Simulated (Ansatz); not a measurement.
# MgO2: the cost of one run

Program: Ansatz 0.2.0. Level of theory: DFT PBEsol, scalar-relativistic, plane waves, PAW. These are calculated values, not measurements.

1 further run of the same task is left out (it didn't finish).

**1. The starting structure**

The structure is trigonal, space group R-3m (No. 166). The conventional cell has a = 3.210 Å, b = 3.210 Å, c = 10.482 Å, α = 90.00°, β = 90.00°, γ = 120.00°. Around Mg (site symmetry -3m) lie 6 O at 2.11 Å. O (site symmetry 3m) has 1 O at 1.49 Å and 3 Mg at 2.11 Å as nearest neighbours.

Structure file:

```xyz
3
Lattice="1.6048 0.9265 3.4940 -1.6048 0.9265 3.4940 0.0000 -1.8530 3.4940" Properties=species:S:1:pos:R:3 pbc="T T T"
Mg    0.0000    0.0000    0.0000
O     0.0000    0.0000    4.4945
O     0.0000    0.0000    5.9874
```

The structure comes from the Materials Project (structure only).

**2. A change within the space group**

What differs from the listed cell: strain xx, yy, zz, yz, xz, xy = +3.0, +3.0, +0.0, +0.0, +0.0, +0.0 %; atoms moved by 0.25 Å root mean square, at most 0.31 Å.

File input.yaml:

```yaml
crystal:
  lattice:
    - [1.6530964178, 0.9544156618, 3.4943981524]
    - [-1.6530964178, 0.9544156618, 3.4943981524]
    - [0.0, -1.9088313237, 3.4943981524]
  atoms:
    - { symbol: Mg, position: [0.0, 0.0, 0.0] }
    - { symbol: O, position: [0.3995751558, 0.3995751558, 0.3995751558] }
    - { symbol: O, position: [0.6004248442, 0.6004248442, 0.6004248442] }
basis:
  ecutwfc: 420
kpoints:
  mp_grid: { grid: [12, 12, 12] }
hamiltonian:
  xc: pbesol
scf:
  occupations: { method: gaussian, width: 0.02 }
output:
  forces: true
  stress: true
  eigenvalues: true
  write_density: true
  write_potential: true
  elf: true
  volumetric_format: npy
```

On the command line:

```bash
$ ansatz run input.yaml --threads 1 --pin off --max-ram 1331MiB --backend cpu --events-out ev --progress --plain --runs-dir out
```

Q: Estimate wall time and peak memory on 1 thread of an x86-64 CPU, shared host.

About 13 s, with a peak of 0.37 GiB.
